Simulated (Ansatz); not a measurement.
# Alloy of ZnO and CdO (9 of 48 Zn sites exchanged), 96 atoms, part 2 of 2

Ansatz 0.2.0, PAW. The steps go on from the part before.

**3. Single point with HSE06**

Input file in.yaml:

```yaml
crystal:
  lattice:
    - [9.888465, 0.000000, 0.000000]
    - [0.000000, 11.431616, 0.000000]
    - [0.000000, 0.000000, 10.600368]
  atoms:
    - { symbol: Zn, position: [0.162426, 0.078523, 0.249902] }
    - { symbol: Zn, position: [0.999648, 0.337742, 0.248162] }
    - { symbol: Zn, position: [0.999974, 0.340549, 0.748376] }
    - { symbol: Zn, position: [0.500743, 0.086095, 0.751043] }
    - { symbol: Zn, position: [0.334716, 0.336115, 0.748383] }
    - { symbol: Zn, position: [0.161508, 0.584905, 0.244345] }
    - { symbol: Zn, position: [0.168446, 0.582554, 0.752674] }
    - { symbol: Zn, position: [0.005878, 0.829124, 0.250107] }
    - { symbol: Zn, position: [0.006177, 0.820016, 0.749351] }
    - { symbol: Zn, position: [0.838148, 0.094468, 0.250120] }
    - { symbol: Zn, position: [0.672119, 0.339865, 0.248584] }
    - { symbol: Zn, position: [0.665965, 0.338814, 0.749235] }
    - { symbol: Zn, position: [0.499741, 0.578672, 0.248441] }
    - { symbol: Zn, position: [0.497585, 0.580646, 0.750142] }
    - { symbol: Zn, position: [0.329582, 0.830797, 0.244025] }
    - { symbol: Zn, position: [0.333768, 0.830258, 0.753208] }
    - { symbol: Zn, position: [0.839061, 0.578313, 0.253231] }
    - { symbol: Zn, position: [0.836411, 0.579912, 0.744787] }
    - { symbol: Zn, position: [0.661759, 0.828375, 0.743825] }
    - { symbol: Zn, position: [0.003139, 0.174923, 0.490044] }
    - { symbol: Zn, position: [0.005048, 0.173575, 0.007747] }
    - { symbol: Zn, position: [0.332086, 0.166078, 0.504338] }
    - { symbol: Zn, position: [0.330247, 0.165851, 0.996019] }
    - { symbol: Zn, position: [0.163862, 0.415312, 0.504549] }
    - { symbol: Zn, position: [0.166734, 0.416510, 0.992236] }
    - { symbol: Zn, position: [0.001034, 0.659908, 0.498869] }
    - { symbol: Zn, position: [0.005092, 0.660460, 0.999332] }
    - { symbol: Zn, position: [0.664799, 0.174690, 0.500499] }
    - { symbol: Zn, position: [0.664214, 0.175298, 0.999399] }
    - { symbol: Zn, position: [0.502365, 0.412588, 0.503305] }
    - { symbol: Zn, position: [0.497194, 0.412406, 0.995207] }
    - { symbol: Zn, position: [0.330292, 0.666271, 0.000671] }
    - { symbol: Zn, position: [0.169467, 0.917478, 0.495050] }
    - { symbol: Zn, position: [0.168774, 0.913468, 0.003143] }
    - { symbol: Zn, position: [0.833655, 0.415711, 0.498090] }
    - { symbol: Zn, position: [0.837253, 0.412646, 0.997989] }
    - { symbol: Zn, position: [0.666952, 0.657002, 0.504597] }
    - { symbol: Zn, position: [0.495273, 0.920655, 0.509549] }
    - { symbol: Zn, position: [0.492950, 0.920596, 0.989091] }
    - { symbol: Cd, position: [0.164780, 0.078658, 0.748385] }
    - { symbol: Cd, position: [0.502032, 0.082761, 0.249790] }
    - { symbol: Cd, position: [0.328234, 0.337392, 0.250927] }
    - { symbol: Cd, position: [0.833059, 0.086404, 0.748143] }
    - { symbol: Cd, position: [0.664251, 0.829944, 0.255586] }
    - { symbol: Cd, position: [0.332509, 0.668491, 0.494548] }
    - { symbol: Cd, position: [0.667370, 0.659326, 0.993161] }
    - { symbol: Cd, position: [0.839020, 0.917325, 0.496355] }
    - { symbol: Cd, position: [0.838189, 0.917634, 0.000523] }
    - { symbol: O, position: [0.005086, 0.172317, 0.194714] }
    - { symbol: O, position: [0.002477, 0.184259, 0.674255] }
    - { symbol: O, position: [0.318045, 0.160689, 0.180480] }
    - { symbol: O, position: [0.343463, 0.173394, 0.689776] }
    - { symbol: O, position: [0.151646, 0.425850, 0.177374] }
    - { symbol: O, position: [0.168620, 0.419084, 0.691518] }
    - { symbol: O, position: [0.996175, 0.667590, 0.186423] }
    - { symbol: O, position: [0.002901, 0.658145, 0.685442] }
    - { symbol: O, position: [0.679012, 0.177594, 0.185598] }
    - { symbol: O, position: [0.653644, 0.177358, 0.686044] }
    - { symbol: O, position: [0.511490, 0.418859, 0.180755] }
    - { symbol: O, position: [0.499976, 0.418209, 0.689839] }
    - { symbol: O, position: [0.332780, 0.663206, 0.191273] }
    - { symbol: O, position: [0.333897, 0.665737, 0.700222] }
    - { symbol: O, position: [0.165252, 0.914584, 0.189659] }
    - { symbol: O, position: [0.167791, 0.899294, 0.680811] }
    - { symbol: O, position: [0.836681, 0.417466, 0.185358] }
    - { symbol: O, position: [0.832121, 0.416027, 0.685360] }
    - { symbol: O, position: [0.670545, 0.650186, 0.197450] }
    - { symbol: O, position: [0.666067, 0.660460, 0.694017] }
    - { symbol: O, position: [0.487329, 0.908029, 0.173018] }
    - { symbol: O, position: [0.496459, 0.918709, 0.696555] }
    - { symbol: O, position: [0.847460, 0.926433, 0.209237] }
    - { symbol: O, position: [0.837500, 0.900622, 0.703646] }
    - { symbol: O, position: [0.166633, 0.084268, 0.439955] }
    - { symbol: O, position: [0.162637, 0.079712, 0.953474] }
    - { symbol: O, position: [0.000301, 0.339125, 0.434853] }
    - { symbol: O, position: [0.002556, 0.332747, 0.935188] }
    - { symbol: O, position: [0.501053, 0.085384, 0.455169] }
    - { symbol: O, position: [0.500607, 0.088519, 0.939977] }
    - { symbol: O, position: [0.332169, 0.332811, 0.456264] }
    - { symbol: O, position: [0.331123, 0.330378, 0.937532] }
    - { symbol: O, position: [0.155774, 0.572684, 0.430096] }
    - { symbol: O, position: [0.169310, 0.581506, 0.938986] }
    - { symbol: O, position: [0.017247, 0.821313, 0.435535] }
    - { symbol: O, position: [0.015658, 0.822423, 0.935702] }
    - { symbol: O, position: [0.831945, 0.099773, 0.438117] }
    - { symbol: O, position: [0.835532, 0.101782, 0.952443] }
    - { symbol: O, position: [0.667505, 0.336599, 0.436117] }
    - { symbol: O, position: [0.667350, 0.338561, 0.936238] }
    - { symbol: O, position: [0.510806, 0.572042, 0.434826] }
    - { symbol: O, position: [0.482083, 0.574054, 0.935204] }
    - { symbol: O, position: [0.336850, 0.848814, 0.429407] }
    - { symbol: O, position: [0.330380, 0.831059, 0.939586] }
    - { symbol: O, position: [0.833902, 0.581734, 0.441035] }
    - { symbol: O, position: [0.850933, 0.573220, 0.930432] }
    - { symbol: O, position: [0.650587, 0.823799, 0.461389] }
    - { symbol: O, position: [0.653787, 0.839255, 0.929667] }
  symmetry: { detect: false }
kpoints:
  mp_grid: { grid: [1, 1, 1], shift: [0.25, 0.25, 0.25] }
hamiltonian:
  xc: hse06
scf:
  occupations: { method: fermi_dirac, width: 0.01 }
output:
  forces: true
  eigenvalues: true
  populations: true
  eigenstates: { kpoints: [[0.25, 0.25, 0.25]], e_range: [-6.0, 6.0], localisation: true }
```

The run is started by

```bash
> ansatz run in.yaml --threads 4 --pin off --max-ram 42750MiB --runs-dir r --events-out ev --progress --plain --backend cuda --devices 0, --max-vram 37GiB
```

Output:

```text
Pseudopotentials: kind: paw
Functional definition: HSE06
  parameter a = 0.25
  parameter omega = 0.11/bohr
  exchange = pbe_x - a*pbe_x_sr(omega) + a*exact_x_sr(omega)
  correlation = pbe_c
Crystal: 96 atoms, lattice volume = 1198.278 Å³
Basis set: ecut = 420 eV, 23397 PW (Γ), exchange–correlation on 144×160×144 points (8 copies of the dense FFT grid, shifted against one another)
Bands: 564, of which v1, the nominal top of the filled ones, is band 468 counted from 1 (467 counted from 0)
Symmetry: 1 space group operations
k-points: 1
Non-local potential: Zn, projectors of the file, l = 0: 2, l = 1: 2, l = 2: 3, l = 3: 1
Non-local potential: Cd, projectors of the file, l = 0: 3, l = 1: 2, l = 2: 2, l = 3: 1
Non-local potential: O, projectors of the file, l = 0: 2, l = 1: 2, l = 2: 1
PAW form: soft (Blöchl's): semilocal exchange-correlation on the pseudo side does not see the compensation charge
PAW frozen core: Zn, regenerated for the run's functional, and the local potential with it (the file was generated under x = pbe(κ = 0.804, μ = 0.2195149727645171), c = pbe(β = 0.06672455060314922))
PAW frozen core: Cd, regenerated for the run's functional, and the local potential with it (the file was generated under x = pbe(κ = 0.804, μ = 0.2195149727645171), c = pbe(β = 0.06672455060314922))
PAW frozen core: O, regenerated for the run's functional, and the local potential with it (the file was generated under x = pbe(κ = 0.804, μ = 0.2195149727645171), c = pbe(β = 0.06672455060314922))
PAW one-centre angular grid: Zn, 590 points (default); XC on 64 Gauss nodes
PAW one-centre angular grid: Cd, 590 points (default); XC on 64 Gauss nodes
PAW one-centre angular grid: O, 110 points (default); XC on 96 Gauss nodes
Initial density: superposition of atomic densities (neutral atoms: chi_scale 0, normalization atom), corrected by the library's trained network
Initial wavefunctions: pseudopotential atomic-orbital guess
Functional: x = pbe(κ = 0.804, μ = 0.2195149727645171), c = pbe(β = 0.06672455060314922), warm-up for x = pbe(κ = 0.804, μ = 0.2195149727645171) + 0.25 (exact − pbe) at short range (hse, ω = 0.20786987370883472 Å⁻¹), c = pbe(β = 0.06672455060314922); HSE06 as pw.x's `hse` composes it (authors' and Libxc's form: `xc: wpbeh`)
SCF iter   1: F=—  HF=-230977.857229 eV  |F-HF|=—  |Δ(HF+E_count)|=         —  Δρ=2.37e-3  dr2=5.26e-2  ethr=1.77e-3  ⟨swp⟩=9.0  Hψ=2538  notcnv=0
preconditioner: auto → none  [insulator: Δε(μ)=1.555 eV  Ē_g=12.578 eV  σ=0.010 eV  W_gap=1.00  n_scr=376 (ndim 8)  ℏωp=31.5 eV  f_vac=0.046  D(μ)=0.00/eV (n_scr^D=0)]
SCF iter   2: F=—  HF=-230977.857108 eV  |F-HF|=—  |Δ(HF+E_count)|=   1.20e-4  Δρ=1.73e-3  dr2=2.87e-2  ethr=5.62e-6  ⟨swp⟩=10.0  Hψ=2232  notcnv=0  defer=2
iter 3 solved again at ethr=1.18e-7 eV; its pass at ethr=3.06e-6 eV (dr2=1.11e-3 eV) is discarded
SCF iter   3: F=—  HF=-230977.847299 eV  |F-HF|=—  |Δ(HF+E_count)|=   9.81e-3  Δρ=4.22e-4  dr2=1.12e-3  ethr=1.18e-7  ⟨swp⟩=4.0  Hψ=2693  notcnv=0  defer=4
SCF iter   4: F=—  HF=-230977.848414 eV  |F-HF|=—  |Δ(HF+E_count)|=   1.12e-3  Δρ=2.63e-4  dr2=4.59e-4  ethr=1.18e-7  ⟨swp⟩=7.0  Hψ=1205  notcnv=0  defer=2
SCF iter   5: F=-230977.848990 eV  HF=-230977.848884 eV  |F-HF|=1.06e-4  |Δ(HF+E_count)|=   4.69e-4  Δρ=1.30e-4  dr2=9.82e-5  ethr=4.90e-8  ⟨swp⟩=5.0  Hψ=1232  notcnv=0  defer=2
SCF 1 stopped early in 5 iterations: F = -230977.848990 eV  dr2 = 9.82e-5
Initial density: handed on by an earlier stage of this run
Initial wavefunctions: those handed on with the density
Functional: x = pbe(κ = 0.804, μ = 0.2195149727645171) + 0.25 (exact − pbe) at short range (hse, ω = 0.20786987370883472 Å⁻¹), c = pbe(β = 0.06672455060314922); HSE06 as pw.x's `hse` composes it (authors' and Libxc's form: `xc: wpbeh`)
Exchange kernel: α = 0.2500, screened, ω = 0.2079 Å⁻¹, Wigner–Seitz truncation, v(0) = 931.2901 eV·Å³, q-mesh 1×1×1, nearest image of the exchange supercell L = 9.89 Å, pair-density grid 48×60×54, without the augmentation charges, whose exchange is taken in its separable form (sized by the pseudopotential files, 72×80×72 at the most), smooth part of the exchange summed in real space on grids 56×64 [...]
Frozen-core exchange: fock
SCF iter   1: F=—  HF=-231004.541242 eV  |F-HF|=—  |Δ(HF+E_count)|=         —  Δρ=2.42e-2  dr2=4.07e0  ethr=1.05e-7  ⟨swp⟩=20.0  Hψ=3518  notcnv=0
preconditioner: auto → none  [insulator: Δε(μ)=3.131 eV  Ē_g=15.437 eV  σ=0.010 eV  W_gap=1.00  n_scr=376 (ndim 8)  ℏωp=31.5 eV  f_vac=0.045  D(μ)=0.00/eV (n_scr^D=0)]
SCF iter   2: F=—  HF=-231003.297340 eV  |F-HF|=—  |Δ(HF+E_count)|=    1.24e0  Δρ=5.14e-3  dr2=2.11e-1  ethr=1.05e-7  ⟨swp⟩=6.0  Hψ=2768  notcnv=0
SCF iter   3: F=—  HF=-231003.697817 eV  |F-HF|=—  |Δ(HF+E_count)|=   4.00e-1  Δρ=5.39e-3  dr2=1.84e-1  ethr=1.05e-7  ⟨swp⟩=6.0  Hψ=2653  notcnv=0
SCF iter   4: F=—  HF=-231003.666497 eV  |F-HF|=—  |Δ(HF+E_count)|=   3.13e-2  Δρ=2.11e-3  dr2=2.44e-2  ethr=1.05e-7  ⟨swp⟩=4.0  Hψ=2128  notcnv=0
SCF iter   5: F=—  HF=-231003.698104 eV  |F-HF|=—  |Δ(HF+E_count)|=   3.16e-2  Δρ=1.34e-3  dr2=1.68e-2  ethr=1.05e-7  ⟨swp⟩=6.0  Hψ=2170  notcnv=0
SCF iter   6: F=—  HF=-231003.694624 eV  |F-HF|=—  |Δ(HF+E_count)|=   3.48e-3  Δρ=7.55e-4  dr2=7.08e-3  ethr=1.05e-7  ⟨swp⟩=5.0  Hψ=2164  notcnv=0
SCF iter   7: F=-231003.692641 eV  HF=-231003.692691 eV  |F-HF|=5.02e-5  |Δ(HF+E_count)|=   1.93e-3  Δρ=7.57e-5  dr2=9.93e-5  ethr=1.05e-7  ⟨swp⟩=4.0  Hψ=1785  notcnv=0
SCF 2 stopped early in 7 iterations: F = -231003.692641 eV  dr2 = 9.93e-5
  Residual-converged pass: ⟨swp⟩=4.0  Hψ=1626  notcnv=0  max |occ|·‖R‖ = 5.3e-6 eV (tolerance 6.7e-6 eV)  dr2=9.85e-5  dr2_onsite=3.80e-6  max |Δocc| = 0.0e0
hybrid outer 1: dexx = +6.033e-1 eV, tail = 1.54e-3 eV
SCF iter   1: F=—  HF=-231003.670109 eV  |F-HF|=—  |Δ(HF+E_count)|=         —  Δρ=7.55e-5  dr2=4.44e-5  ethr=8.20e-7  ⟨swp⟩=17.0  Hψ=1335  notcnv=0
preconditioner: auto → none  [insulator: Δε(μ)=3.040 eV  Ē_g=15.217 eV  σ=0.010 eV  W_gap=1.00  n_scr=376 (ndim 8)  ℏωp=31.5 eV  f_vac=0.058  D(μ)=0.00/eV (n_scr^D=0)]
SCF iter   2: F=—  HF=-231003.670167 eV  |F-HF|=—  |Δ(HF+E_count)|=   5.79e-5  Δρ=2.51e-5  dr2=6.33e-6  ethr=4.22e-9  ⟨swp⟩=7.0  Hψ=2075  notcnv=0  defer=1
SCF iter   3: F=—  HF=-231003.670166 eV  |F-HF|=—  |Δ(HF+E_count)|=   1.21e-6  Δρ=1.12e-5  dr2=8.30e-7  ethr=4.39e-10  ⟨swp⟩=4.0  Hψ=1451  notcnv=0
SCF iter   4: F=—  HF=-231003.670168 eV  |F-HF|=—  |Δ(HF+E_count)|=   2.52e-6  Δρ=9.21e-6  dr2=7.75e-7  ethr=6.91e-11  ⟨swp⟩=7.0  Hψ=1863  notcnv=0  defer=4
SCF iter   5: F=—  HF=-231003.670168 eV  |F-HF|=—  |Δ(HF+E_count)|=   1.16e-7  Δρ=2.86e-6  dr2=1.00e-7  ethr=6.91e-11  ⟨swp⟩=5.0  Hψ=1270  notcnv=0  defer=2
SCF iter   6: F=-231003.670168 eV  HF=-231003.670168 eV  |F-HF|=1.48e-9  |Δ(HF+E_count)|=   2.31e-8  Δρ=7.93e-7  dr2=1.01e-8  ethr=1.24e-11 (applied; sched 9.87e-12)  ⟨swp⟩=5.0  Hψ=1071  notcnv=0  defer=1
SCF 3 converged in 6 iterations: F = -231003.670168 eV  dr2 = 1.01e-8
  Residual-converged pass: ⟨swp⟩=3.0  Hψ=1363  notcnv=0  max |occ|·‖R‖ = 2.0e-6 eV (tolerance 3.1e-6 eV)  dr2=1.05e-8  dr2_onsite=6.12e-10  max |Δocc| = 0.0e0
[... from here the SCF cycle lines were not kept, up to the last twenty ...]
hybrid outer 2: dexx = +2.999e-5 eV, tail = 2.83e-7 eV, Δε = 3.64e-3 eV (about 6.34e-5 eV left of the loop's levels), ΔF = 1.13e-2 eV/Å (tail 1.74e-3)
SCF iter   1: F=—  HF=-231003.670165 eV  |F-HF|=—  |Δ(HF+E_count)|=         —  Δρ=2.10e-6  dr2=3.52e-8  ethr=1.51e-10  ⟨swp⟩=20.0  Hψ=1681  notcnv=4
preconditioner: auto → none  [insulator: Δε(μ)=3.040 eV  Ē_g=15.218 eV  σ=0.010 eV  W_gap=1.00  n_scr=376 (ndim 8)  ℏωp=31.5 eV  f_vac=0.058  D(μ)=0.00/eV (n_scr^D=0)]
SCF iter   2: F=-231003.670165 eV  HF=-231003.670165 eV  |F-HF|=9.31e-10  |Δ(HF+E_count)|=   7.16e-9  Δρ=5.10e-7  dr2=2.43e-9  ethr=1.23e-11 (applied; sched 3.60e-12)  ⟨swp⟩=4.0  Hψ=1037  notcnv=0  defer=1
SCF 4 converged in 2 iterations: F = -231003.670165 eV  dr2 = 2.43e-9
  Residual-converged pass: ⟨swp⟩=3.0  Hψ=1049  notcnv=0  max |occ|·‖R‖ = 4.7e-6 eV (tolerance 4.9e-6 eV)  dr2=2.53e-9  dr2_onsite=3.18e-10  max |Δocc| = 0.0e0
hybrid outer 3: dexx = +5.804e-9 eV, tail = 5.49e-9 eV, Δε = 6.21e-5 eV (about 1.09e-5 eV left of the loop's levels), ΔF = 9.54e-5 eV/Å (tail 1.22e-4)
NSCF: frozen V_eff on 1 k-points
hybrid SCF converged: 3 outer / 15 inner (+5 warm-up), last move |dexx| = 5.80e-9 eV, tail = 5.49e-9 eV
Stability not checked: this state was not tested for a lower state beside it, because the functional holds exact exchange (a hybrid, or Hartree-Fock), whose exchange loop this test does not read (fock_operator; see scf.lower_state_search)
Free energy (F): -231003.670165 eV
Harris-Foulkes:  -231003.670165 eV  (|F-HF|=9.31e-10)
Internal energy: -231003.670165 eV  (E = F + TS)
E sigma→0 (E₀):  -231003.670165 eV
Fermi energy:    8.092499 eV
--- Per-component energies (eV) ---
  E_band       = -4567.566819
  E_kinetic    = 18101.614593
  E_local      = -110837.337965  (includes V_loc(G=0)·N_el)
  E_nonlocal   = 26910.337186
  E_hartree    = 47353.583908
  E_xc         = -8313.042719
  E_vxc        = -6748.375944  (∫ρ·V_xc dr)
  E_exx        = -3362.800746  (= α·E_x^exact, valence–valence)
  E_paw        = -114747.634887  (= ΣΔE_a)
  E_vpaw       = -19975.471436  (= ΣTr[D̂ρ^β])
  E_aug_tail   = 0.102166  (compensation charges beyond the density's cutoff)
  E_ewald      = -86126.779928
  E_core_change = 18.288281  (= ΣΔE_core)
  E_smearing   = -0.000000  (= −TS)
  E_closure    = -0.000053  (closes the sum)
  Σ components = -231003.670165   (vs F -231003.670165, Δ=0.00e0)
--- Forces (eV/Å), atoms counted from 1 ---
  atom   1  Zn    -0.00590984     0.01153761    -0.04977985
  atom   2  Zn    -0.01580132     0.01703844    -0.02088243
[... 47 atoms left out ...]
  atom  50  O     -0.00868209    -0.14248955     0.07460468
  atom  51  O      0.10438228     0.04941843     0.08838776
[... 15 atoms left out ...]
  atom  67  O     -0.00711715     0.13411578    -0.05092816
[... 1 atom left out ...]
  atom  69  O      0.11515132     0.04802302     0.10019736
[... 2 atoms left out ...]
  atom  72  O      0.00579948     0.11995834    -0.05757808
[... 13 atoms left out ...]
  atom  86  O      0.00361996    -0.11790141    -0.07130926
[... 8 atoms left out ...]
  atom  95  O      0.08253480     0.07187042    -0.07864642
  atom  96  O      0.10125186    -0.04337090     0.08766343
  max |Σ_I F_I| component: 3.40e-4 eV/Å
--- Band table (eV) ---
  k-point 0: bands = [... 456 lower levels ..., "6.0040", "6.0368", "6.0712", "6.1148", "6.2108", "6.2380", "6.2710", "6.2853", "6.3308", "6.3480", "6.4898", "6.5724", "9.6126", "10.7351", "10.9021", "11.0681", "11.7026", "11.8878", "12.0107", "12.2235", "12.4801", "12.6064", "12.8196", "12.9462", ... 84 higher levels ...]
--- Löwdin populations: 96 sites ---
  site symbol       q [e]
     0     Zn     10.5250
     1     Zn     10.5266
[... 94 atoms left out ...]
  spilling = 0.008753 (of n_electrons = 936.000000)
```

Wall time 88 s (1 × NVIDIA H100 80GB HBM3 with 4 threads of AMD EPYC 7R13, shared host); peak host memory 4.5 GiB.

Top filled level 6.572 eV, lowest empty level 9.613 eV: 3.04 eV apart at the single k point (¼, ¼, ¼). This point lies off Γ, so the spacing can exceed the gap by much.

The states next to the gap (eigenstates.tsv), from the top filled level:

```csv
level (eV),spin,filling,atoms sharing it,main element,its share,largest atom
-0.33,both,2.00,68.3,O,0.75,–
-0.30,both,2.00,68.5,O,0.75,–
-0.29,both,2.00,70.3,O,0.76,–
-0.24,both,2.00,66.3,O,0.75,–
-0.22,both,2.00,71.0,O,0.75,–
-0.08,both,2.00,74.0,O,0.76,–
0.00,both,2.00,74.4,O,0.75,–
3.04,both,0.00,87.2,O,0.52,–
```

The largest force by HSE06 is 0.16 eV/Å, on O50: the geometry is not this level's minimum.

**4. Outcome**

The summary covers parts 1 to 2. Changes of volume or cell count from the first structure of part 1.

```
             level        time  top filled to lowest empty (eV)
PBEsol, relaxation  14 s (GPU)                             1.46
             HSE06  88 s (GPU)                             3.04
```

```
     quantity                                                                        value
   relaxation                                             6 recorded steps, 7.75 eV gained
largest shift                                                                 0.32 Å (O95)
 relaxed cell  a = 9.888 Å, b = 11.432 Å, c = 10.600 Å, α = 90.00°, β = 90.00°, γ = 90.00°
   mean bonds                                                     Cd–O 2.171, O–Zn 1.977 Å
```

The relaxation lowers the energy by 7.75 eV; the largest shift is 0.32 Å (O95), while the volume changes by -0.4 %. The mean lengths of the listed bonds run from O–Zn 1.98 Å to Cd–O 2.17 Å. At the same k points, PBEsol gives a spacing 1.58 eV smaller than the 3.04 eV of HSE06. With one k point the spacing samples only the states that fold onto it, so it can exceed the gap over the zone.
